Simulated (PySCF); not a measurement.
# CH4Cl2Si: the cost of one run

Computed with PySCF 2.14.0, with density-fitted response routines of our own, on a single molecule in the gas phase. Atoms are numbered from 0 throughout.

### 1 The starting structure

8 atoms, charge 0, multiplicity 1; geometry from: GFN2-xTB.

Bonds of the start (Å): Cl0–C1 1.79, C1–Si2 1.91, Si2–Cl3 2.01, C1–H4 1.09, C1–H5 1.09, Si2–H6 1.46, Si2–H7 1.46.

### 2 Geometry optimisation at PBE0-D3(BJ)/def2-SVP

The job: settings as JSON, then the geometry in Å.

```
{"job": {"xc": "PBE0", "basis": "def2-SVP", "d3": "d3bj", "grid": 1, "kind": "geom"}, "charge": 0, "multiplicity": 1}
Cl    -2.038570    -1.002450     0.204720
C     -0.893960     0.363580     0.079170
Si     0.885170    -0.319340    -0.090010
Cl     2.114710     1.267070    -0.220600
H     -1.207000     0.951120    -0.782050
H     -1.037630     0.969530     0.972240
H      0.985540    -1.110940    -1.310360
H      1.209850    -1.099740     1.097760
```

The run is started by

```
OMP_NUM_THREADS=1 python probes_run.py task.json out
```

This one command runs all jobs of the session in turn.

Q: Estimate the wall time and peak memory of this first job on 1 thread of Arm Neoverse V2, shared host.

About 10 s, with a peak of 0.35 GiB.
